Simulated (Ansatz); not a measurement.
Write the native input for Ansatz 0.2.0 that does the following.

| Property | Result |
| --- | --- |
| Task | relaxation of cell and atoms |
| Functional | r2SCAN |
| Potentials or basis | Ansatz PAW |
| Cutoff | 500 eV (not typed: the program's choice for these potentials) |
| k mesh | 8 × 8 × 8 |
| Occupations | fermi-dirac, width 0.05 eV |
| Spin | no spin polarisation |
| Target pressure | 10 GPa |
| Target pressure (GPa) | 10 |

The system is WAu.

```
CELL_PARAMETERS angstrom
0.00000 2.90921 2.90921
2.90921 0.00000 2.90921
2.90921 2.90921 0.00000
ATOMIC_POSITIONS crystal
W 0.00000 0.00000 0.00000
Au 0.75000 0.75000 0.75000
```

The cell was built by a generator and needn't be a form met in nature.

One way to write it, as run:

input.yaml

```yaml
crystal:
  lattice:
    - [0.0, 2.90921, 2.90921]
    - [2.90921, 0.0, 2.90921]
    - [2.90921, 2.90921, 0.0]
  atoms:
    - { symbol: W, position: [0.0, 0.0, 0.0] }
    - { symbol: Au, position: [0.75, 0.75, 0.75] }
hamiltonian:
  xc: r2scan
  pseudopotentials: { kind: paw }
kpoints:
  mp_grid: { grid: [8, 8, 8] }
scf:
  occupations: { method: fermi_dirac, width: 0.05 }
output:
  forces: true
  stress: true
  eigenvalues: true
relax:
  f_tol: 0.01
  max_steps: 40
  cell: { stress_tol: 0.05, p_target: 10.0 }
```

Potentials or basis: Ansatz PAW.

Run with:

```console
$ ansatz run input.yaml --threads 2 --pin off --max-ram 5632MiB --backend cpu --events-out ev --progress --plain --runs-dir out
```

It gave:

```yaml
Relaxed_volume: 22.59 Å³/atom
Relaxed_cell: a = 3.998 Å, b = 3.998 Å, c = 3.998 Å, α = 60.00°, β = 60.00°, γ = 60.00°
Space_group_after_relaxing_to_0.05_Å: F-43m (No. 216)
Energy_change_on_relaxing_the_enthalpy_is_what_falls: +35.6 meV/atom
Ionic_steps: 6
Pressure_after_relaxing: 10.0 GPa
Band_gap_on_the_k_mesh: none (metal or under the smearing width)
```

Caveat: the plane-wave basis is chosen anew once the cell has moved, so the energies of steps on either side of that aren't comparable; the PAW data sets come from PBE, with cores solved anew for the run's functional, which leaves a small shift of forces and pressure.

It took 20 s on 2 threads of Intel(R) Xeon(R) Platinum 8488C (Sapphire Rapids) (shared host), peak memory 0.57 GiB.
